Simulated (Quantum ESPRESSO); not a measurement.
## F3CCl: real-space fields with PBE

Molecule: F3CCl, in a box.

```
CELL_PARAMETERS angstrom
12.00000 0.00000 0.00000
0.00000 12.00000 0.00000
0.00000 0.00000 12.00000
ATOMIC_POSITIONS crystal
F 0.53714 0.48400 0.58967
C 0.51915 0.47553 0.48134
F 0.41520 0.44285 0.46524
F 0.58697 0.39915 0.44012
Cl 0.54235 0.60435 0.41600
```

- Program: Quantum ESPRESSO 7.5
- Task: real-space fields
- Functional: PBE
- Potentials or basis: PseudoDojo 0.4.1 SR PBE standard
- Cutoff: 1143 eV
- Density cutoff: 4572 eV
- k mesh: 1 × 1 × 1
- Occupations: fermi-dirac, width 0.05 eV
- Spin: no spin polarisation
- Boundary across the vacuum: none
- Mixing beta: 0.5
- Most SCF iterations: 120
- SCF threshold: 1e-09 Ry

```yaml
Largest_force: 0.937 eV/Å
Gap_between_the_frontier_levels: 7.15 eV
Dipole_moment: 0.30 D
```

Forces on the atoms (eV/Å):
```
F    0.157  0.086  0.920
C    0.055  0.316 -0.160
F   -0.886 -0.266 -0.145
F    0.582 -0.639 -0.359
Cl   0.091  0.503 -0.255
```

Levels at points of the mesh, in eV from the valence-band top:
```tsv
k point	band 13	band 14	band 15	band 16	band 17	band 18	band 19	band 20
(0.00, 0.00, 0.00)	-1.90	-1.86	0.00	0.00	7.15	7.97	9.01	9.07
```

Run time: 90 s on 1 thread of AMD EPYC 7B13 (Zen 3), with other jobs on the host, peak memory 0.86 GiB.

Caveat: this is a molecule in a periodic box, so the gap is that between its Kohn-Sham HOMO and LUMO and the box isn't a crystal.
